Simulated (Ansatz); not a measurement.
# MoPdRu2: the cost of one run

All numbers are computed with Ansatz 0.2.0, driven from Python. Level of theory: DFT LDA, plane waves, PAW.

## 1. Starting point

Symmetry: P-6m2, No. 187, hexagonal system. Conventional cell: a = 2.773 Å, b = 2.773 Å, c = 8.895 Å, α = 90.00°, β = 90.00°, γ = 120.00°. Mo (site symmetry -6m2) is surrounded by 6 Ru at 2.68 Å and 6 Mo at 2.77 Å. Around Ru (site symmetry 3m) lie 3 Mo at 2.68 Å and 6 Ru at 2.77 Å and 3 Pd at 2.80 Å. Pd (site symmetry -6m2) is surrounded by 6 Pd at 2.77 Å and 6 Ru at 2.80 Å.

No structure file is read: the coordinates are typed or built in the script.

## 2. The script

File deck.py:

```python
"""MoPdRu2 from an input typed as a mapping."""

import ansatz as az

config = {
    "crystal": {
        "lattice": [[2.773435, 0.0, 0.0], [-1.386717, 2.401865, 0.0], [0.0, 0.0, 8.89466]],
        "atoms": [
            {"symbol": "Mo", "position": [0.0, 0.0, 0.0]},
            {"symbol": "Ru", "position": [0.666667, 0.333333, 0.242151]},
            {"symbol": "Ru", "position": [0.666667, 0.333333, 0.757849]},
            {"symbol": "Pd", "position": [0.0, 0.0, 0.5]},
        ],
    },
    "kpoints": {"mp_grid": {"kspacing": 0.3}},
    "hamiltonian": {"xc": "lda"},
    "scf": {"occupations": {"method": "cold", "width": 0.05}, "n_extra_bands": 4},
    "basis": {"ecutwfc": "500 eV"},
    "output": {"forces": True},
}

planned = az.Session.from_dict(config).plan(threads=1, pin="off")
outcome = planned.execute()
data = outcome.report

print("%-22s %14.5f eV" % ("F = E - TS", data["free_energy_ev"]))
print("%-22s %14.5f eV" % ("E", data["internal_energy_ev"]))
print("%-22s %14.5f eV" % ("Harris-Foulkes", data["harris_foulkes_ev"]))
print("%-22s %14.5f eV" % ("Fermi level", data["fermi_energy_ev"]))

# forces in eV per angstrom
print("forces (eV/A)")
for site, force in zip(outcome.lattice.sites, data["forces_ev_ang"]):
    print(f"  {site.symbol:2s} {force[0]:9.4f} {force[1]:9.4f} {force[2]:9.4f}")
```

## 3. Running it

Command:

```bash
> python deck.py
```

What time and memory should one allow on 1 thread of Arm Neoverse V2, shared host?

About 4.9 s, with a peak of 0.39 GiB.
